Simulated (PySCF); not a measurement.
# C3H7BrGe: the cost of one run

Programs: PySCF 2.14.0, with density-fitted response routines of our own. Each step states its level of theory. These are calculated values for one molecule in the gas phase, unless marked as measured. Atoms are numbered from 0 throughout.

## Step 1: The molecule as given

12 atoms, charge 0, multiplicity 1; geometry from: GFN2-xTB. The atoms were then displaced at random by about 0.01 Å, so the start is not that level's minimum.

Bonds of the start (Å): Br0–Ge1 2.27, Ge1–C2 1.98, C2–C3 1.47, C3–C4 1.49, C4–C2 1.49, Ge1–H5 1.51, Ge1–H6 1.52, C2–H7 1.07, C3–H8 1.09, C3–H9 1.11, C4–H10 1.09, C4–H11 1.06.

## Step 2: Geometry optimisation at PBE0-D3(BJ)/def2-SVP

Job settings and geometry (Å):

```
{"job": {"xc": "PBE0", "basis": "def2-SVP", "d3": "d3bj", "grid": 1, "shake": 0.01, "kind": "geom"}, "charge": 0, "multiplicity": 1}
Br     1.961830     0.916950     1.799960
Ge     1.707830    -0.052950    -0.242000
C     -0.220810    -0.312300    -0.594940
C     -1.121110    -0.608520     0.531600
C     -1.205170     0.710800    -0.149890
H      2.514050    -1.324720    -0.159850
H      2.404570     0.881070    -1.221020
H     -0.390560    -0.791480    -1.536930
H     -0.773930    -0.640360     1.566500
H     -1.951990    -1.320080     0.358620
H     -0.859690     1.572980     0.427480
H     -2.025330     0.940340    -0.788550
```

On the command line:

```bash
> OMP_NUM_THREADS=1 python probes_run.py task.json out
```

The driver reads the jobs from task.json and runs them one after another.

Q: Estimate the wall time and peak memory of this first job on 1 thread of Arm Neoverse V1, shared host.

About 2.1 min, with a peak of 0.54 GiB.
